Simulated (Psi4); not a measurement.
# AlBrCl (SMILES [Cl][Al][Br]): UCAM-B3LYP/aug-pcseg-1 (sweep point 2)

What is the energy change on altering one bond length of AlBrCl at UCAM-B3LYP/aug-pcseg-1 (sweep point 2)? Input form: a Python script.

The results are computed with Psi4 1.11.

### Step 1. The structure to begin with

AlBrCl: 3 atoms, total charge 0, spin state doublet. As SMILES, `[Cl][Al][Br]`. The coordinates come from a PBE0-D4/def2-TZVP relaxation.

Bond lengths: Cl1–Al2 2.102 Å, Al2–Br3 2.266 Å. Angles: Cl1–Al2–Br3 118.9°.

### Step 2. A single-point energy at UCAM-B3LYP/aug-pcseg-1 (sweep point 2)

albrcl.py reads:

```python
import psi4

psi4.set_memory('1600 MB')
psi4.set_num_threads(1)
psi4.core.set_output_file('psi4.out', False)

mol = psi4.geometry("""
0 2
Cl     0.439900     1.761100     0.423900
Al    -0.648100     0.131300    -0.337700
Br     0.197100    -1.957200    -0.099400
symmetry c1
""")

psi4.set_options({
    'basis': 'aug-pcseg-1',
    'reference': 'uks',
    'puream': True,
    'scf_type': 'pk',
    'dft_radial_points': 99,
    'dft_spherical_points': 590,
    'maxiter': 150,
})

E = psi4.energy("CAM-B3LYP", molecule=mol)
print(f'total energy {E:.8f} hartree = {E * 27.211386:.5f} eV')
```

Launch:

```bash
$ python albrcl.py
```

psi4.out (excerpt; [...] marks lines left out):

```text
[...]
  Running in c1 symmetry.
[...]
  Nuclear repulsion =  245.578057614561999
[...]
  Multiplicity = 2
[...]
  Nalpha       = 33
  Nbeta        = 32
[...]
    Number of basis functions: 90
[...]
   @UKS iter   1: -3276.53674903618776   -1.54004e+00   7.25339e-03 ADIIS/DIIS
[...]
   @UKS iter   9: -3276.71532929543719   -2.32590e-08   4.72866e-07 DIIS
[...]
   @S^2 Observed:                7.521014283E-01
[...]
    Orbital Energies [Eh]
    ---------------------
    Alpha Occupied:
       1A   -482.802049     2A   -101.581048     3A    -62.490812
       4A    -56.345224     5A    -56.343604     6A    -56.343366
       7A    -56.182242     8A     -9.523199     9A     -8.749895
      10A     -7.289564    11A     -7.284753    12A     -7.284193
      13A     -6.604397    14A     -6.597960    15A     -6.597078
      16A     -4.288884    17A     -2.846019    18A     -2.844036
      19A     -2.842484    20A     -2.723767    21A     -2.722014
      22A     -2.721315    23A     -2.716325    24A     -2.716298
      25A     -0.905808    26A     -0.861366    27A     -0.514537
      28A     -0.446650    29A     -0.415787    30A     -0.414361
      31A     -0.380603    32A     -0.375651    33A     -0.290238
[...]
  @UKS Final Energy: -3276.71532929543719
   => Energetics <=
    Nuclear Repulsion Energy =            245.5780576145619989
    One-Electron Energy =               -5044.6775267751800129
    Two-Electron Energy =                1629.8029931190039861
    DFT Exchange-Correlation Energy =    -107.4188532538227037
    Empirical Dispersion Energy =           0.0000000000000000
    VV10 Nonlocal Energy =                  0.0000000000000000
    Total Energy =                      -3276.7153292954371864
[...]
 Multipole Moments:
 ------------------------------------------------------------------------------------
     Multipole            Electronic (a.u.)      Nuclear  (a.u.)        Total (a.u.)
 ------------------------------------------------------------------------------------
 L = 1.  Multiply by 2.5417464519 to convert [e a0] to [Debye]
 Dipole X            :         -0.4909108           -0.1342172           -0.6251280
 Dipole Y            :         -8.2075720            8.2814598            0.0738879
 Dipole Z            :         -0.0000000           -0.0000000           -0.0000000
 Magnitude           :                                                    0.6294795
[...]
```

The script printed:

```text
total energy -3276.71532930 hartree = -89163.96564 eV
```

It took 11 s on 1 thread of Intel Xeon Platinum 8488C (Sapphire Rapids), shared host; peak memory 0.78 GiB.

### Step 3. The distorted shape at the same level

calc.py reads:

```python
import psi4

psi4.set_memory('1600 MB')
psi4.set_num_threads(1)
psi4.core.set_output_file('run.log', False)

mol = psi4.geometry("""
0 2
Cl    -0.236262     3.431904     0.233260
Al    -1.324262     1.802104    -0.528340
Br     0.197100    -1.957200    -0.099400
units angstrom
symmetry c1
""")

options = {'basis': 'aug-pcseg-1', 'reference': 'uks', 'puream': True, 'scf_type': 'pk', 'dft_radial_points': 99, 'dft_spherical_points': 590, 'maxiter': 150}
psi4.set_options(options)

E, wfn = psi4.energy('cam-b3lyp', molecule=mol, return_wfn=True)
print(f'cam-b3lyp energy: {E:.10f} Eh')
for k, v in sorted(psi4.core.scalar_variables().items()):
    print(f'{k:45s} {v:18.10f}')
```

Launch:

```bash
$ python calc.py
```

run.log (excerpt; [...] marks lines left out):

```text
[...]
  Running in c1 symmetry.
[...]
  Nuclear repulsion =  172.794990904351550
[...]
  Multiplicity = 2
[...]
  Nalpha       = 33
  Nbeta        = 32
[...]
    Number of basis functions: 90
[...]
   @UKS iter   1: -3276.28463209892925   -1.68142e+00   8.16041e-03 ADIIS/DIIS
[...]
   @UKS iter  21: -3276.63247773473859   -5.72254e-08   4.99971e-07 DIIS
[...]
   @S^2 Observed:                7.603719704E-01
[...]
    Orbital Energies [Eh]
    ---------------------
    Alpha Occupied:
       1A   -482.822945     2A   -101.577217     3A    -62.509473
       4A    -56.368053     5A    -56.361078     6A    -56.361076
       7A    -56.159011     8A     -9.520227     9A     -8.766899
      10A     -7.284848    11A     -7.282067    12A     -7.282040
      13A     -6.630827    14A     -6.610115    15A     -6.610114
      16A     -4.265485    17A     -2.821440    18A     -2.821289
      19A     -2.817982    20A     -2.747027    21A     -2.741926
      22A     -2.741921    23A     -2.726589    24A     -2.726588
      25A     -0.902263    26A     -0.858719    27A     -0.495166
      28A     -0.420499    29A     -0.411067    30A     -0.410644
      31A     -0.373569    32A     -0.373526    33A     -0.319918
[...]
  @UKS Final Energy: -3276.63247773473859
   => Energetics <=
    Nuclear Repulsion Energy =            172.7949909043515504
    One-Electron Energy =               -4899.0195516620678973
    Two-Electron Energy =                1556.9276722081585831
    DFT Exchange-Correlation Energy =    -107.3355891851814476
    Empirical Dispersion Energy =           0.0000000000000000
    VV10 Nonlocal Energy =                  0.0000000000000000
    Total Energy =                      -3276.6324777347390409
[...]
 Multipole Moments:
 ------------------------------------------------------------------------------------
     Multipole            Electronic (a.u.)      Nuclear  (a.u.)        Total (a.u.)
 ------------------------------------------------------------------------------------
 L = 1.  Multiply by 2.5417464519 to convert [e a0] to [Debye]
 Dipole X            :          1.3365964           -1.9662277           -0.6296313
 Dipole Y            :        -12.4568332           12.7672749            0.3104417
 Dipole Z            :          0.0000000            0.0000000            0.0000000
 Magnitude           :                                                    0.7020040
[...]
```

On the terminal:

```text
cam-b3lyp energy: -3276.6324777347 Eh
CURRENT ENERGY                                  -3276.6324777347
CURRENT REFERENCE ENERGY                        -3276.6324777347
DD SOLVATION ENERGY                                 0.0000000000
DFT FUNCTIONAL TOTAL ENERGY                     -3276.6324777347
DFT TOTAL ENERGY                                -3276.6324777347
DFT VV10 ENERGY                                     0.0000000000
DFT XC ENERGY                                    -107.3355891852
GRID ELECTRONS ALPHA                               33.0000011258
GRID ELECTRONS BETA                                32.0000011580
GRID ELECTRONS TOTAL                               65.0000022837
NUCLEAR REPULSION ENERGY                          172.7949909044
ONE-ELECTRON ENERGY                             -4899.0195516621
PCM POLARIZATION ENERGY                             0.0000000000
PE ENERGY                                           0.0000000000
SCF ITERATION ENERGY                            -3276.6324777347
SCF ITERATIONS                                     21.0000000000
SCF TOTAL ENERGY                                -3276.6324777347
TWO-ELECTRON ENERGY                              1556.9276722082
XC GRID RADIAL POINTS                              99.0000000000
XC GRID SPHERICAL POINTS                          590.0000000000
XC GRID TOTAL POINTS                           172883.0000000000
```

Wall time 19 s (1 thread of Intel Xeon Platinum 8488C (Sapphire Rapids), shared host); peak memory 0.74 GiB.

### Step 4. Summary of results

At UCAM-B3LYP/aug-pcseg-1 (sweep point 2):

```
                                                           quantity           value
                                          first shape: total energy  -3276.71533 Eh
                                         first shape: dipole moment          1.60 D
                    first shape: HOMO energy (highest over α and β)        -7.90 eV
                     first shape: LUMO energy (lowest over α and β)        -2.69 eV
                                                  first shape: ⟨S²⟩           0.752
                                      distorted shape: total energy  -3276.63248 Eh
                                     distorted shape: dipole moment          1.78 D
                distorted shape: HOMO energy (highest over α and β)        -8.51 eV
                 distorted shape: LUMO energy (lowest over α and β)        -4.89 eV
                                              distorted shape: ⟨S²⟩           0.760
energy change with the Al2–Br3 bond stretched from 2.266 to 4.078 Å        2.255 eV
```

What this shows: With the Al2–Br3 bond stretched from 2.266 to 4.078 Å the energy rises by 2.25 eV (52 kcal/mol). The first shape isn't relaxed at this level, so the change isn't measured from a minimum.
